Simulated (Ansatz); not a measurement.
This script for Ansatz 0.2.0, Python API starts 4 runs on PbO, space group P4/nmm. What input does the engine get in each?

`pbo.py`
```python
"""Cutoff test for PbO."""

import csv
import logging
import sys
import warnings

import ansatz as az

logging.basicConfig(stream=sys.stdout, format="%(name)s: %(message)s")
logger = logging.getLogger("calc")
logger.setLevel(logging.INFO)

warnings.simplefilter("ignore", az.DeckWarning)

system = (
    az.Lattice.from_parameters(3.99, 3.99, 5.01, alpha=90.0, beta=90.0, gamma=90.0)
    .atom("Pb", (0.0, 0.5, 0.24))
    .atom("Pb", (0.5, 0.0, 0.76))
    .atom("O", (0.0, 0.0, 0.0))
    .atom("O", (0.5, 0.5, 0.0))
)

calc = (
    system.calculation()
    .functional("pbesol")
    .occupations("Fixed")
    .kpoints(4)
    .stress()
)

rows = []
for value in [250, 325, 400, 475]:
    rep = calc.basis(value).run().report
    rows.append((value, rep["free_energy_ev"] / len(rep["lattice"]["sites"]), rep["n_iterations"], sum(rep["stress_gpa"][i][i] for i in range(3)) / 3, rep["n_pw"]))

with open("ecut.csv", "w", newline="") as handle:
    writer = csv.writer(handle)
    writer.writerow(["cutoff (eV)", "F/atom (eV)", "iterations", "P (GPa)", "plane waves"])
    writer.writerows([round(v, 5) if isinstance(v, float) else v for v in row] for row in rows)

# the last row is the reference
for row in rows[:-1]:
    shift = 1000 * (row[1] - rows[-1][1])
    logger.info(f"{row[0]}: {shift:+.2f} meV/atom" + ("  (within 2 meV)" if abs(shift) < 2 else ""))
```

Run 1:
```yaml
crystal:
  lattice:
    a: 3.99
    b: 3.99
    c: 5.01
    alpha: 90.0
    beta: 90.0
    gamma: 90.0
  atoms:
    - { symbol: Pb, position: [0.0, 0.5, 0.24] }
    - { symbol: Pb, position: [0.5, 0.0, 0.76] }
    - { symbol: O, position: [0.0, 0.0, 0.0] }
    - { symbol: O, position: [0.5, 0.5, 0.0] }
basis:
  ecutwfc: 250.0
kpoints:
  mp_grid:
    grid: [4, 4, 4]
hamiltonian:
  xc: pbesol
scf:
  occupations:
    method: fixed
output:
  stress: true
```

Run 2, against run 1:
```diff
-  ecutwfc: 250.0
+  ecutwfc: 325.0
```

Run 3, against run 1:
```diff
-  ecutwfc: 250.0
+  ecutwfc: 400.0
```

Run 4, against run 1:
```diff
-  ecutwfc: 250.0
+  ecutwfc: 475.0
```

Output of `python pbo.py`:
```text
calc: 250: +1253.27 meV/atom
calc: 325: +112.11 meV/atom
calc: 400: +7.39 meV/atom
```

What to keep in mind:
- Of the deposited cell: the entry's cell lengths or inner coordinates differ somewhat from later room-temperature determinations.
- Pressure is positive in compression.
- Spin-orbit coupling, which matters for elements this heavy, is left out.
- The structure is a deposited one; some such entries were measured under pressure or heat, so a shift against it needn't be the functional's error alone.
- Shifts are counted from the last row, which is itself no proven limit.
- The script silences the warnings on its input, which a real study should read.
- Run time: 8.4 s on 1 thread of Arm Neoverse V1, with other jobs on the host, peak memory 0.4 GiB.

(Lines on the test bed's own set-up are left out of the output.)
